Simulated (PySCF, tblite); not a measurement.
**Al₂F₅HS, a small molecule taken as a stand-in for a surface group (aluminium fluoride dimer): NMR shifts, core binding energies and electronic excitations**

What NMR shifts, core binding energies and electronic excitations should one expect for `[F][Al-]1([F])[F+][Al-]([F])([SH])[F+]1`?

Programs: tblite 0.8.0 and PySCF 2.14.0. All values are calculated, for the isolated system unless a continuum is named. Atoms count from 0, parts from 1.

### 1 Starting point

9 atoms, charge 0, multiplicity 1; geometry: distance geometry start.

### 2 Relaxing the cluster with GFN2-xTB

Job settings and geometry (Å):

```
{"job": {"kind": "relax", "xc": "GFN2-xTB", "basis": "xTB"}, "charge": 0, "multiplicity": 1}
F     -2.299055    -2.129368    -0.430502
Al    -0.564173    -2.276524    -0.316646
F      0.175781    -3.873916    -0.337840
F      0.322675    -1.075699    -1.340107
Al     1.027598     0.001119    -0.065943
F      2.774102    -0.100661     0.063151
S      0.099375     2.026147     0.011467
F      0.143787    -1.200133     0.986017
H      0.498651     3.138585    -0.690880
```

Level: GFN2-xTB geometry optimisation, gas phase.

Launch:

```console
$ OMP_NUM_THREADS=1 python cluster_run.py task.json out
```

The driver reads the jobs from task.json and runs them one after another.

**Question.** The jobs that follow are: PBE0-D3(BJ)/def2-SVP geometry optimisation, gas phase; GIAO PBE0/pcSseg-1 NMR shielding, non-relativistic, gas phase; delta-SCF UKS SCAN, pcX-2 on the ionised atom, pcseg-1 elsewhere, spin-free X2C; TDDFT CAM-B3LYP/def2-SVPD, vertical, gas phase, core orbitals frozen in the response. Predict: point group; rotational constants (main isotopes); $^{1}$H shifts against TMS (PBE0/pcSseg-1); $^{19}$F shifts against CFCl3 (PBE0/pcSseg-1, means over atoms taken as alike); $^{27}$Al shifts against AlH4- (PBE0/pcSseg-1); $^{33}$S shifts against CS2 (PBE0/pcSseg-1); F1s binding energies, SCAN/pcX-2 (standing for 4 of 5 atoms); Al2p binding energies, SCAN/pcX-2 (standing for 1 of 2 atoms); S2p binding energies, SCAN/pcX-2; lowest singlet (CAM-B3LYP/def2-SVPD); brightest single state of those computed; lowest triplet; vertical ionisation energy (ΔSCF); vertical electron affinity (ΔSCF).

**Answer**, as computed:

| quantity | value |
| --- | --- |
| point group | Cs |
| rotational constants (main isotopes) | 1.96, 0.78, 0.63 GHz |
| $^{1}$H shifts against TMS (PBE0/pcSseg-1) | 0.24 ppm |
| $^{19}$F shifts against CFCl3 (PBE0/pcSseg-1, means over atoms taken as alike) | -176.8, -176.9, -210.6, -210.9 ppm |
| $^{27}$Al shifts against AlH4- (PBE0/pcSseg-1) | 9.5, -37.4 ppm |
| $^{33}$S shifts against CS2 (PBE0/pcSseg-1) | -323 ppm |
| F1s binding energies, SCAN/pcX-2 (standing for 4 of 5 atoms) | F3 694.94, F0 692.82, F5 692.48 eV |
| Al2p binding energies, SCAN/pcX-2 (standing for 1 of 2 atoms) | Al4 83.36 eV |
| S2p binding energies, SCAN/pcX-2 | S6 170.59 eV |
| lowest singlet (CAM-B3LYP/def2-SVPD) | 6.15 eV (201 nm), f = 0.055 |
| brightest single state of those computed | state 5, 7.95 eV, f = 0.151 |
| lowest triplet | 5.74 eV |
| vertical ionisation energy (ΔSCF) | 10.93 eV |
| vertical electron affinity (ΔSCF) | -0.02 eV (unbound: the value hangs on the basis) |

In words: The start of the PBE0/def2-SVP relaxation was shaken at random by about 0.01 Å, so part of the energy gained, and of the first lengths quoted, undoes that. Over 10 steps the energy fell by 0.130 eV; of the close pairs, F0–Al1 changed most, 1.598 to 1.645 Å (PBE0/def2-SVP). At SCAN/pcX-2: F3 (fluorine bonded to 2 Al, in a 4-membered ring) binds its F1s electron 2.45 eV more tightly than F5 (fluorine bonded to Al). Only 4 of the 5 F atoms are covered by sound results. The first singlet state (HOMO→LUMO 0.74, HOMO→LUMO+1 0.15) lies at 6.15 eV and is bright; of the 6 states computed, the strongest absorption comes from state 5 at 7.95 eV. The lowest triplet lies 0.41 eV below the lowest singlet (triplets in Tamm-Dancoff, singlets in full TDDFT). ΔSCF puts the ionisation energy at 10.93 eV, 1.21 eV above −ε(HOMO).
